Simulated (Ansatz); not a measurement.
# CH5FNSi radical: one species, many methods

The task here is to estimate one member of a computed series from the others.

Program: Ansatz 0.2.0, Gaussian basis. Level of theory: functionals in def2-TZVPP, the program's frozen cores in correlated methods. These are calculated values, not measurements.

The runs, in order: LDA (SPW92), PBE-D4, revPBE-D4, BLYP-D4, r2SCAN-D4, B97M-V, PBE0-D4, B3LYP-D4, r2SCANh-D4, r2SCAN0-D4, HSE06-D4, BHLYP-D4, CAM-B3LYP-D4, LC-ωPBE, ωB97X-V, ωB97M-V, B2PLYP, PBE-QIDH; CCSD(T)/def2-SVP; CCSD(T)/def2-TZVPP; MP2/def2-QZVPP; extrapolation to the limit; RPA on PBE.

## Structure used throughout

An earlier PBE0-D4 in a triple-zeta def2 set relaxation fixed the geometry.

SMILES `[CH2][SiH](N)F`, 9 atoms, charge 0, spin multiplicity 2.

Atoms are counted from 1 here; the program's logs count them from 0.

Bond lengths: C1–Si2 1.832 Å, C1–H5 1.085 Å, C1–H6 1.085 Å, Si2–N3 1.699 Å, Si2–F4 1.607 Å, Si2–H7 1.483 Å, N3–H8 1.007 Å, N3–H9 1.007 Å. Angles: Si2–C1–H5 122.4°, Si2–C1–H6 122.5°, H5–C1–H6 115.1°, C1–Si2–N3 109.8°, C1–Si2–F4 106.2°, C1–Si2–H7 114.7°, N3–Si2–F4 114.5°, N3–Si2–H7 106.8°, F4–Si2–H7 105.1°, Si2–N3–H8 121.1°, Si2–N3–H9 121.8°, H8–N3–H9 111.8°.

Geometry (Å):

```xyz
9

C    -0.6378    1.2758   -0.5462
Si    0.4419   -0.1917   -0.3559
N     0.1404   -0.9368    1.1406
F     0.1596   -1.1240   -1.6340
H    -1.0625    1.5644   -1.5025
H    -0.8477    1.9551    0.2739
H     1.8956    0.0989   -0.4041
H     0.7946   -1.5915    1.5364
H    -0.7957   -1.0965    1.4747
```

Set-up of the first run:

File in.yaml:

```yaml
crystal:
  periodic: [false, false, false]
  atoms:
    - {symbol: C, position_ang: [-0.637786, 1.275813, -0.546224]}
    - {symbol: Si, position_ang: [0.441949, -0.191692, -0.355862]}
    - {symbol: N, position_ang: [0.140371, -0.936780, 1.140634]}
    - {symbol: F, position_ang: [0.159551, -1.124016, -1.634049]}
    - {symbol: H, position_ang: [-1.062507, 1.564403, -1.502517]}
    - {symbol: H, position_ang: [-0.847688, 1.955079, 0.273938]}
    - {symbol: H, position_ang: [1.895620, 0.098901, -0.404131]}
    - {symbol: H, position_ang: [0.794615, -1.591469, 1.536423]}
    - {symbol: H, position_ang: [-0.795724, -1.096540, 1.474687]}
basis:
  gaussian: {orbitals: def2-TZVPP}
magnetization: {spin_polarized: true, initial_magnetization: 1}
hamiltonian: {xc: lda}
output: {orbitals: {seedname: orbitals}}
```

The run is started by

```console
$ ansatz run in.yaml --threads 4 --pin off --events-out ev --progress --plain --max-ram 10444MiB
```

Steps of the session up to this table: LDA; PBE-D4 (GGA); revPBE-D4 (GGA); BLYP-D4 (GGA); r2SCAN-D4 (meta-GGA); B97M-V (meta-GGA); PBE0-D4 (hybrid); B3LYP-D4 (hybrid); r2SCANh-D4 (hybrid); r2SCAN0-D4 (hybrid); HSE06-D4 (hybrid); BHLYP-D4 (hybrid); CAM-B3LYP-D4 (range-separated); LC-ωPBE (range-separated); ωB97X-V (range-separated); ωB97M-V (range-separated); B2PLYP (double hybrid); PBE-QIDH (double hybrid).

One table of the session follows, with a row left open; its other results are not shown here.

It belongs to the step «Orbital energies across the functionals». 

```
  functional  HOMO (eV)  LUMO (eV)  gap (eV)
 LDA (SPW92)      -5.87      -4.34      1.52
      PBE-D4          ?          ?         ?
   revPBE-D4      -5.85      -3.59      2.26
     BLYP-D4      -5.65      -3.76      1.89
   r2SCAN-D4      -6.37      -3.12      3.25
      B97M-V      -6.15      -3.55      2.60
     PBE0-D4      -7.28      -2.51      4.77
    B3LYP-D4      -6.91      -2.96      3.95
  r2SCANh-D4      -6.88      -2.70      4.18
  r2SCAN0-D4      -7.64      -2.09      5.55
    HSE06-D4      -6.87      -2.90      3.97
    BHLYP-D4      -8.44      -1.42      7.02
CAM-B3LYP-D4      -8.59      -1.50      7.09
     LC-ωPBE     -10.17       0.05     10.22
     ωB97X-V      -9.53      -0.51      9.03
     ωB97M-V      -9.31      -0.66      8.65
```

**Question.** Estimate the row for PBE-D4.

**Answer.** HOMO (eV): -5.89; LUMO (eV): -3.75; gap (eV): 2.13. In the column «HOMO (eV)» it lies between B97M-V (-6.15) and LDA (SPW92) (-5.87).
